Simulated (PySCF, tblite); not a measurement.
# C5H11OSi radical: geometry, infrared bands and EPR parameters

What infrared bands and EPR parameters should C5H11OSi radical (`C=C([CH]C)CO[SiH3]`) show?

The runs use tblite 0.8.0 and PySCF 2.14.0, with density-fitted response routines of our own; the level of theory stands in each step. All values are computed, except where a source is named. Atoms count from 0, in the outputs and in this text.

### 1 Starting geometry

18 atoms, charge 0, multiplicity 2; geometry from: force field or distance geometry start.

Bonds of the start (Å): C0–C1 1.35, C1–C2 1.43, C2–C3 1.50, C1–C4 1.52, C4–O5 1.43, O5–Si6 1.67, C0–H7 1.08, C0–H8 1.09, C2–H9 1.09, C3–H10 1.09, C3–H11 1.08, C3–H12 1.10, C4–H13 1.09, C4–H14 1.09, Si6–H15 1.47, Si6–H16 1.49, Si6–H17 1.48.

### 2 Geometry optimisation with GFN2-xTB

Job settings and geometry (Å):

```
{"job": {"kind": "relax", "xc": "GFN2-xTB", "basis": "xTB"}, "charge": 0, "multiplicity": 2}
C     -0.703000    -2.399800     0.406300
C     -0.673400    -1.056600     0.254800
C     -1.790900    -0.382500    -0.332700
C     -1.809700     1.086200    -0.653500
C      0.525300    -0.263900     0.753400
O      1.200800     0.279600    -0.383400
Si     2.557500     1.208900    -0.110600
H      0.118800    -2.941100     0.856600
H     -1.556000    -2.988900     0.075600
H     -2.645300    -0.970800    -0.683300
H     -2.824900     1.388400    -0.921800
H     -1.155300     1.297600    -1.488800
H     -1.511500     1.679900     0.227900
H      0.191600     0.533200     1.419900
H      1.206200    -0.901200     1.315400
H      3.121900     1.666500    -1.384600
H      3.559700     0.401000     0.633500
H      2.179500     2.370000     0.723800
```

On the command line:

```sh
> OMP_NUM_THREADS=1 python probes_run.py task.json out
```

The driver reads the jobs from task.json and runs them one after another.

**Question.** This job is followed by: GFN2-xTB harmonic vibrations, gas phase; UKS B3LYP, pcH-1 on C H O Si, non-relativistic, mean-field spin-orbit, GIAO. Predict these results of the whole session: strongest single infrared mode (GFN2-xTB); zero-point energy (GFN2-xTB); g(iso) (B3LYP); ⟨S²⟩; largest a(iso) (averaged by class); potential on the surface of density 0.002 e/bohr³, 1st and 99th percentile.

**Answer**, as computed:

| quantity | value |
| --- | --- |
| strongest single infrared mode (GFN2-xTB) | 2198 cm⁻¹, 387 km/mol |
| zero-point energy (GFN2-xTB) | 87.2 kcal/mol |
| g(iso) (B3LYP) | 2.00265 |
| ⟨S²⟩ | 0.777 (exact 0.75) |
| largest a(iso) (averaged by class) | 13C on C2, 59.7 MHz |
| potential on the surface of density 0.002 e/bohr³, 1st and 99th percentile | -1.24 V and 1.34 V |

Over 93 steps the energy fell by 0.236 eV; of the close pairs, O5–Si6 changed most, 1.667 to 1.615 Å. The lowest mode is imaginary (41i cm⁻¹), so the xTB geometry is not a minimum: the zero-point energy counts the real modes alone, and all values at this geometry belong to a saddle point. The strongest single mode, at 2198 cm⁻¹, moves mainly H17. Unscaled tight-binding wavenumbers are off by several per cent, some by more. Its intensities can rank the bands wrongly. The largest spin populations lie on C2 (0.69 e), C0 (0.65 e). The isotropic g lies 0.3 ppt above the free-electron value. These values are for one conformer; the search (at its own cheap level) found 2 more, at 0.00, 0.32 kcal/mol (those within 0.05 may be mirror or relabelled copies), and measured spectra average over such forms.
